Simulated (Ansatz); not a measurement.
# CH₃Au (SMILES [CH3][Au]): one structure at several levels

A test off equilibrium: a structure displaced at random from a GFN2-xTB minimum is computed at several levels, and each is set against CCSD(T).

Computed with Ansatz 0.2.0, Gaussian basis. Level: single points in def2-TZVPP.

Correlated methods freeze the cores. Filled d shells of the heavier atoms are correlated. Core potentials replace the inner electrons past krypton, and spin-orbit coupling is left out.

## (1) The system as given

SMILES `[CH3][Au]`, 5 atoms, charge 0, spin multiplicity 1.

Atoms are counted from 1 here; the program's logs count them from 0.

Bond lengths: C1–Au2 2.111 Å, C1–H3 1.070 Å, C1–H4 1.120 Å, C1–H5 1.196 Å. Angles: Au2–C1–H3 117.6°, Au2–C1–H4 103.6°, Au2–C1–H5 113.2°, H3–C1–H4 113.7°, H3–C1–H5 113.6°, H4–C1–H5 91.6°.

As a file:

```xyz
5
charge 0, multiplicity 1
C    -0.21710   -0.01290   -0.02130
Au    1.76870   -0.45700    0.54200
H    -1.00500   -0.51740    0.49800
H    -0.22260   -0.18700   -1.12800
H    -0.41450    1.15760   -0.17150
```

## (2) CCSD(T)/def2-TZVPP

run/in.yaml

```yaml
crystal:
  periodic: [false, false, false]
  atoms:
    - {symbol: C, position_ang: [-0.217100, -0.012900, -0.021300]}
    - {symbol: Au, position_ang: [1.768700, -0.457000, 0.542000]}
    - {symbol: H, position_ang: [-1.005000, -0.517400, 0.498000]}
    - {symbol: H, position_ang: [-0.222600, -0.187000, -1.128000]}
    - {symbol: H, position_ang: [-0.414500, 1.157600, -0.171500]}
basis:
  gaussian: {orbitals: def2-TZVPP}
correlation: {method: ccsd_t}
output: {forces: true}
```

The command line of these runs was not kept.

## (3) PBE0-D4/def2-TZVPP

run/in.yaml, as its differences from that of step 2:

```diff
@@ -10,3 +10,3 @@
   gaussian: {orbitals: def2-TZVPP}
-correlation: {method: ccsd_t}
-output: {forces: true}
+hamiltonian: {xc: pbe0, dispersion: d4}
+output: {forces: true, orbitals: {seedname: orbitals}}
```

## (4) wB97M-V/def2-TZVPP

run/in.yaml, as its differences from that of step 3:

```diff
@@ -10,3 +10,3 @@
   gaussian: {orbitals: def2-TZVPP}
-hamiltonian: {xc: pbe0, dispersion: d4}
-output: {forces: true, orbitals: {seedname: orbitals}}
+hamiltonian: {xc: {name: wB97M-V}}
+output: {forces: true}
```

## (5) r2SCAN-D4/def2-TZVPP

run/in.yaml, as its differences from that of step 4:

```diff
@@ -10,3 +10,3 @@
   gaussian: {orbitals: def2-TZVPP}
-hamiltonian: {xc: {name: wB97M-V}}
+hamiltonian: {xc: r2scan, dispersion: d4}
 output: {forces: true}
```

## (6) PBE-D4/def2-TZVPP

run/in.yaml, as its differences from that of step 5:

```diff
@@ -10,3 +10,3 @@
   gaussian: {orbitals: def2-TZVPP}
-hamiltonian: {xc: r2scan, dispersion: d4}
+hamiltonian: {xc: pbe, dispersion: d4}
 output: {forces: true}
```

## (7) LC-wPBE/def2-TZVPP

run/in.yaml, as its differences from that of step 6:

```diff
@@ -10,3 +10,3 @@
   gaussian: {orbitals: def2-TZVPP}
-hamiltonian: {xc: pbe, dispersion: d4}
+hamiltonian: {xc: {name: LC-wPBE}}
 output: {forces: true}
```

## (8) B97M-V/def2-TZVPP

run/in.yaml, as its differences from that of step 7:

```diff
@@ -10,3 +10,3 @@
   gaussian: {orbitals: def2-TZVPP}
-hamiltonian: {xc: {name: LC-wPBE}}
+hamiltonian: {xc: {name: B97M-V}}
 output: {forces: true}
```

(Steps that only read results are left out.)

What does the calculation give? Wanted: energy less free atoms, CCSD(T)/def2-TZVPP; RMS force component; RMS force error; HOMO and LUMO, PBE0-D4; T1 diagnostic.

**Answer**, as computed:

| quantity | value |
| --- | --- |
| energy less free atoms, CCSD(T)/def2-TZVPP | -351.9 kcal/mol |
| RMS force component | 1.322 to 1.426 eV/Å over the methods |
| RMS force error | PBE0-D4 0.038, wB97M-V 0.088, r2SCAN-D4 0.023, PBE-D4 0.123, LC-wPBE 0.107, B97M-V 0.175 eV/Å |
| HOMO and LUMO, PBE0-D4 | -7.12 and -2.34 eV |
| T1 diagnostic | 0.024 |

In words: Against CCSD(T) the functionals' energies less atoms differ by -13.9 to +2.2 kcal/mol, PBE-D4 by -13.9 kcal/mol. A larger basis would deepen the CCSD(T) value, while the functionals are nearly converged already, so the order here is not reliable. The forces of r2SCAN-D4 come nearest to CCSD(T), those of B97M-V are farthest. Frozen-core CCSD(T) forces in triple zeta carry basis errors of their own, and this is one geometry, so small gaps rank nothing.
